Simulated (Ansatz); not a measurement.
# C3H5NSi: up Jacob's ladder to CCSD(T)

An exercise on one series of results from a longer session: the logs are not shown, and one member is left open.

Computed with Ansatz 0.2.0, Gaussian basis. Level: functionals in def2-TZVPP, the program's frozen cores in correlated methods.

Plan: LDA (SPW92), PBE-D4, revPBE-D4, BLYP-D4, r2SCAN-D4, B97M-V, PBE0-D4, B3LYP-D4, r2SCANh-D4, r2SCAN0-D4, HSE06-D4, BHLYP-D4, CAM-B3LYP-D4, LC-ωPBE, ωB97X-V, ωB97M-V, B2PLYP, PBE-QIDH; CCSD(T)/def2-SVP; CCSD(T)/def2-TZVPP; MP2/def2-QZVPP; extrapolation to the limit; RPA on PBE.

### The relaxed structure

All runs share one geometry, relaxed beforehand with PBE0-D4 in a triple-zeta def2 set.

SMILES `[SiH3]/C=C1C=N\1`, 10 atoms, charge 0, spin multiplicity 1.

Atoms are counted from 1 here; the program's logs count them from 0.

Bond lengths: Si1–C2 1.844 Å, Si1–H6 1.489 Å, Si1–H7 1.489 Å, Si1–H8 1.489 Å, C2–C3 1.322 Å, C2–H9 1.087 Å, C3–C4 1.386 Å, C3–N5 1.437 Å, C4–N5 1.277 Å, C4–H10 1.083 Å. Angles: C2–Si1–H6 111.8°, C2–Si1–H7 111.8°, C2–Si1–H8 108.7°, H6–Si1–H7 107.1°, H6–Si1–H8 108.7°, H7–Si1–H8 108.7°, Si1–C2–C3 121.4°, Si1–C2–H9 121.4°, C3–C2–H9 117.2°, C2–C3–C4 160.4°, C2–C3–N5 145.8°, C4–C3–N5 53.8°, C3–C4–N5 65.2°, C3–C4–H10 156.8°, N5–C4–H10 138.0°, C3–N5–C4 61.1°.

The first run:

Contents of in.yaml:

```yaml
crystal:
  periodic: [false, false, false]
  atoms:
    - {symbol: Si, position_ang: [-1.568211, -0.445728, 0.227620]}
    - {symbol: C, position_ang: [0.177717, -0.333705, 0.811544]}
    - {symbol: C, position_ang: [1.122663, 0.206922, 0.060680]}
    - {symbol: C, position_ang: [1.742758, 0.823516, -1.014062]}
    - {symbol: N, position_ang: [2.515129, 0.548628, -0.034986]}
    - {symbol: H, position_ang: [-2.500949, 0.282287, 1.131612]}
    - {symbol: H, position_ang: [-2.038826, -1.856792, 0.158861]}
    - {symbol: H, position_ang: [-1.655749, 0.153477, -1.132147]}
    - {symbol: H, position_ang: [0.473151, -0.709560, 1.787523]}
    - {symbol: H, position_ang: [1.815417, 1.279853, -1.993744]}
basis:
  gaussian: {orbitals: def2-TZVPP}
hamiltonian: {xc: lda}
output: {orbitals: {seedname: orbitals}}
```

Command:

```sh
$ ansatz run in.yaml --threads 2 --pin off --events-out ev --progress --plain --max-ram 4352MiB
```

Among the steps run: LDA; PBE-D4 (GGA); revPBE-D4 (GGA); BLYP-D4 (GGA); r2SCAN-D4 (meta-GGA); B97M-V (meta-GGA); B3LYP-D4 (hybrid); r2SCANh-D4 (hybrid); r2SCAN0-D4 (hybrid); HSE06-D4 (hybrid); BHLYP-D4 (hybrid); CAM-B3LYP-D4 (range-separated); LC-ωPBE (range-separated); ωB97X-V (range-separated); ωB97M-V (range-separated); B2PLYP (double hybrid); PBE-QIDH (double hybrid).

One table of the session follows, with a row left open; its other results are not shown here.

| functional | HOMO (eV) | LUMO (eV) | gap (eV) |
| --- | --- | --- | --- |
| LDA (SPW92) | -6.22 | -3.02 | 3.20 |
| PBE-D4 | -6.05 | -2.77 | 3.28 |
| revPBE-D4 | ? | ? | ? |
| BLYP-D4 | -5.88 | -2.62 | 3.25 |
| r2SCAN-D4 | -6.21 | -2.55 | 3.66 |
| B97M-V | -6.24 | -2.44 | 3.80 |
| PBE0-D4 | -7.09 | -1.58 | 5.52 |
| B3LYP-D4 | -6.88 | -1.85 | 5.03 |
| r2SCANh-D4 | -6.61 | -2.11 | 4.50 |
| r2SCAN0-D4 | -7.21 | -1.46 | 5.75 |
| HSE06-D4 | -6.70 | -1.97 | 4.73 |
| BHLYP-D4 | -7.98 | -0.32 | 7.66 |
| CAM-B3LYP-D4 | -8.36 | -0.33 | 8.04 |
| LC-ωPBE | -9.73 | 0.96 | 10.68 |
| ωB97X-V | -9.33 | 0.86 | 10.19 |
| ωB97M-V | -9.23 | 0.77 | 10.00 |

Estimate the missing values for revPBE-D4.

As computed: HOMO (eV): -5.98; LUMO (eV): -2.67; gap (eV): 3.31. In the column «HOMO (eV)» it lies between PBE-D4 (-6.05) and BLYP-D4 (-5.88).
